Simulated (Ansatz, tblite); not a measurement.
# The cluster Zn2SF2: rung by rung

How do method and basis change the picture of the cluster Zn2SF2 (singlet)?

The runs use Ansatz 0.2.0, Gaussian basis; as each input shows.

The runs, in order: GFN1-xTB, GFN2-xTB, PBE-D4/def2-TZVP, r2SCAN-D4/def2-TZVP, BHLYP-D4/def2-TZVP, revPBE-D4/def2-TZVP, CAM-B3LYP-D4/def2-TZVP, B97M-V/def2-TZVP, LC-ωPBE/def2-TZVP, HF/def2-TZVP, LDA/def2-TZVP, PBE-D4/def2-SVP, PBE0-D4/def2-SVP, HF/STO-3G, HF/6-31G, B3LYP-D4/6-31G, PBE0-D4/def2-TZVPD, PBE-D4/def2-TZVPD, r2SCAN-D4/def2-TZVPD, CCSD(T)/def2-SVP, MP2/def2-TZVP, RPA/def2-TZVP.

2 further runs of the same task are left out: 2 set aside as unsound or not needed.

### 1 The geometry

The geometry is that of the singlet, from an earlier relaxation (PBE0-D4/def2-SVP). At that level it is the lowest of the isomers that a small search found.

5 atoms, charge 0, spin multiplicity 1.

Bond lengths: Zn1–S3 2.151 Å, Zn1–F4 1.741 Å, Zn2–S3 2.151 Å, Zn2–F5 1.741 Å. Angles: S3–Zn1–F4 178.2°, S3–Zn2–F5 178.2°, Zn1–S3–Zn2 95.3°.

PBE0-D4/def2-TZVP was run before; its log isn't repeated, and its numbers join the tables.

### 2 GFN1-xTB

Tight binding, by tblite at 300 K electronic temperature and without a spin-polarisation term:

```python
tblite.interface.Calculator('GFN1-xTB', numbers, positions, charge=0, uhf=0).singlepoint()
```

Energy -425.9413 eV, HOMO -12.10 eV, LUMO -8.12 eV; 0.002 s.

### 3 GFN2-xTB

Tight binding, by tblite at 300 K electronic temperature and without a spin-polarisation term:

```python
tblite.interface.Calculator('GFN2-xTB', numbers, positions, charge=0, uhf=0).singlepoint()
```

Energy -378.2876 eV, HOMO -12.44 eV, LUMO -9.09 eV; 0.003 s.

### 4 PBE-D4/def2-TZVP

start.molden holds the orbitals of an earlier run on this state, given as this run's starting guess.

in.yaml

```yaml
crystal:
  periodic: [false, false, false]
  atoms:
    - {symbol: Zn, position_ang: [1.095641, -1.131570, -0.268931]}
    - {symbol: Zn, position_ang: [-1.137720, 1.120671, -0.053981]}
    - {symbol: S, position_ang: [-0.208254, -0.053985, -1.598054]}
    - {symbol: F, position_ang: [2.170819, -2.031013, 0.763616]}
    - {symbol: F, position_ang: [-1.920496, 2.095897, 1.157360]}
basis:
  gaussian: {orbitals: def2-TZVP, initial_orbitals: start.molden}
hamiltonian: {xc: pbe, dispersion: d4}
scf: {omitted_lower_state_checks: [starts]}
output: {orbitals: {seedname: orbitals}}
```

On the command line:

```
ansatz run in.yaml --threads 4 --pin off --events-out ev --progress --plain --max-ram 3916MiB
```

After this run come: r2SCAN-D4/def2-TZVP; BHLYP-D4/def2-TZVP; revPBE-D4/def2-TZVP; CAM-B3LYP-D4/def2-TZVP; B97M-V/def2-TZVP; LC-ωPBE/def2-TZVP; HF/def2-TZVP; LDA/def2-TZVP; PBE-D4/def2-SVP; PBE0-D4/def2-SVP; HF/STO-3G; HF/6-31G; B3LYP-D4/6-31G; PBE0-D4/def2-TZVPD; PBE-D4/def2-TZVPD; r2SCAN-D4/def2-TZVPD; CCSD(T)/def2-SVP; MP2/def2-TZVP; RPA/def2-TZVP.

Before running them: what should the planned runs give, taken together? Wanted: gap in def2-TZVP, named functionals and Hartree-Fock, smallest and largest; correlation energy, CCSD(T)/def2-SVP; correlation energy, MP2/def2-TZVP; binding an atom, CCSD(T)/def2-SVP; PBE0 total energy, smallest basis above largest.

**Answer**, as computed:

| quantity | value |
| --- | --- |
| gap in def2-TZVP, named functionals and Hartree-Fock, smallest and largest | 3.93 eV (LDA), 11.42 eV (HF) |
| correlation energy, CCSD(T)/def2-SVP | -29.57 eV |
| correlation energy, MP2/def2-TZVP | -41.05 eV |
| binding an atom, CCSD(T)/def2-SVP | 2.328 eV |
| PBE0 total energy, smallest basis above largest | 25.02 eV (def2-SVP, def2-TZVPD) |

Orbital gaps of the named functionals and Hartree-Fock in def2-TZVP span 3.93 eV (LDA) to 11.42 eV (HF); exact exchange widens it. A small miss in a minimal or small basis is a cancelling of errors, not accuracy. The functionals in def2-TZVP miss CCSD(T)/def2-SVP by +0.056 (BHLYP-D4) to +0.851 eV (LDA) an atom. The yardstick is in a double-zeta basis, so levels in larger sets aren't compared like for like. CCSD(T)/def2-SVP isn't at the basis-set limit; small misses against it rank nothing.
